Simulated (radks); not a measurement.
# Re⁺ inside a hard spherical wall

One table from this session's results is given with a row withheld; the runs are named, their logs left out.

The numbers are computed with radks (a radial shooting solver on a logarithmic mesh, Libxc functionals) version 1 (scalar-relativistic Kohn-Sham, PBE, spin-unpolarised, spherical densities, finite nucleus), except any that are marked as measured or tabulated.

## What is computed

| Quantity | Value |
| --- | --- |
| element | rhenium (Z = 75) |
| charge | +1 |
| electrons | 74 |
| configuration | [Xe] 4f14 5d5 6s1 |
| nuclear rms radius | 5.3698 fm |

The outer shells:

Re⁺
```
[Xe] core
4f [↑↓][↑↓][↑↓][↑↓][↑↓][↑↓][↑↓]
5d [↑ ][↑ ][↑ ][↑ ][↑ ]
6s [↑ ]
```

Set-up of the first run:

The run's settings:

```text
Z 75
configuration [Xe] 4f14 5d5 6s1 6p0 7s0 5f0
relativity scalar-relativistic
functional pbe,pbe
spin unpolarised
nucleus finite rms 5.3698 fm
c 137.035999084
```

Steps of the session up to this table: The free atom; Wall at 20 bohr; Wall at 15 bohr; Wall at 12 bohr; Wall at 10 bohr; Wall at 6 bohr; Wall at 2.5 bohr; Wall at 1.5 bohr.

One table of the session follows, with a row left open; its other results are not shown here.

| R (bohr) | E − E(free) (eV) | ε(6s) (eV) | ε(6p, empty) (eV) |
| --- | --- | --- | --- |
| free | 0.000 | -12.679 | -6.969 |
| 20 | -0.000 | -12.679 | -6.969 |
| 15 | -0.000 | -12.679 | -6.969 |
| 12 | 0.000 | -12.679 | -6.967 |
| 10 | ? | ? | ? |
| 6 | 0.369 | -12.198 | -5.671 |
| 2.5 | 111.31 | 41.334 | 67.020 |
| 1.5 | 1319.2 | 357.11 | 420.12 |

**Question.** Estimate the row for R (bohr) = 10.

Worked estimate for «E − E(free) (eV)». A straight line through the neighbours (12, 0.000) and (6, 0.369) gives 0.000 + (0.369 − 0.000) × (10 − 12) / (6 − 12) = 0.123; a parabola fitted to 4 rows on both sides gives -22.083.

The run gave: E − E(free) (eV): 0.001; ε(6s) (eV): -12.678; ε(6p, empty) (eV): -6.952. In «E − E(free) (eV)» the line misses by +0.122 and the parabola by -22.084. Between these rows the values bend or scatter more than so simple an estimate can follow.

Shells are not refilled when levels cross, and a hard wall is a model, not a crystal.
